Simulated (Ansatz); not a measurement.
# C2H3BFN: how energies converge with the basis set

An exercise on one series of results from a longer session: the logs are not shown, and one member is left open.

The runs use Ansatz 0.2.0, Gaussian basis; one geometry, several basis sets.

The runs, in order: PBE0-D4/def2-SVP; ωB97M-V/def2-SVP; PBE0-D4/def2-QZVPP; ωB97M-V/def2-QZVPP; the functionals' def2-TZVPP values are taken from earlier runs.

## Structure used throughout

The geometry comes from an earlier relaxation with PBE0-D4 in a triple-zeta def2 set; it is a stationary point, not always the lowest conformer.

SMILES `FB1C=NC1`, 8 atoms, charge 0, spin multiplicity 1.

Atoms are counted from 1 here; the program's logs count them from 0.

Bond lengths: F1–B2 1.312 Å, B2–C3 1.553 Å, B2–C5 1.580 Å, C3–N4 1.291 Å, C3–H6 1.087 Å, N4–C5 1.510 Å, C5–H7 1.093 Å, C5–H8 1.090 Å. Angles: F1–B2–C3 135.6°, F1–B2–C5 135.3°, C3–B2–C5 86.1°, B2–C3–N4 90.7°, B2–C3–H6 145.8°, N4–C3–H6 122.6°, C3–N4–C5 99.2°, B2–C5–N4 82.2°, B2–C5–H7 120.5°, B2–C5–H8 118.9°, N4–C5–H7 113.0°, N4–C5–H8 110.1°, H7–C5–H8 109.0°.

As a file:

```
F     0.2132   -1.0073    1.9184
B    -0.0241   -0.3048    0.8362
C     0.3190    1.1285    0.3458
N     0.3039    0.7286   -0.8812
C    -0.3017   -0.6406   -0.6823
H     0.6565    2.1209    0.6339
H     0.2571   -1.4327   -1.1862
H    -1.3316   -0.6497   -1.0403
```

Set-up of the first run:

File in.yaml:

```yaml
crystal:
  periodic: [false, false, false]
  atoms:
    - {symbol: F, position_ang: [0.213159, -1.007260, 1.918416]}
    - {symbol: B, position_ang: [-0.024142, -0.304825, 0.836167]}
    - {symbol: C, position_ang: [0.319032, 1.128458, 0.345830]}
    - {symbol: N, position_ang: [0.303903, 0.728579, -0.881174]}
    - {symbol: C, position_ang: [-0.301671, -0.640555, -0.682292]}
    - {symbol: H, position_ang: [0.656468, 2.120930, 0.633910]}
    - {symbol: H, position_ang: [0.257089, -1.432686, -1.186244]}
    - {symbol: H, position_ang: [-1.331639, -0.649742, -1.040312]}
basis:
  gaussian: {orbitals: def2-SVP}
hamiltonian: {xc: pbe0, dispersion: d4}
output: {orbitals: {seedname: orbitals}}
```

Run with:

```
$ ansatz run in.yaml --threads 2 --pin off --events-out ev --progress --plain --max-ram 4352MiB
```

Among the steps run: PBE0-D4 in def2-SVP; ωB97M-V in def2-SVP; PBE0-D4 in def2-QZVPP; ωB97M-V in def2-QZVPP.

One of the session's tables, all rows but one given; the rest of the session is left out.

It belongs to the step «Functionals by basis». 

| functional | basis | HOMO (eV) |
| --- | --- | --- |
| PBE0-D4 | def2-SVP | -7.49 |
| PBE0-D4 | def2-TZVPP | ? |
| PBE0-D4 | def2-QZVPP | -7.67 |
| ωB97M-V | def2-SVP | -9.80 |
| ωB97M-V | def2-TZVPP | -9.98 |
| ωB97M-V | def2-QZVPP | -10.01 |

**Question.** Estimate the row for PBE0-D4, def2-TZVPP.

The run gave: HOMO (eV): -7.64. In the column «HOMO (eV)» it lies between PBE0-D4, def2-QZVPP (-7.67) and PBE0-D4, def2-SVP (-7.49).
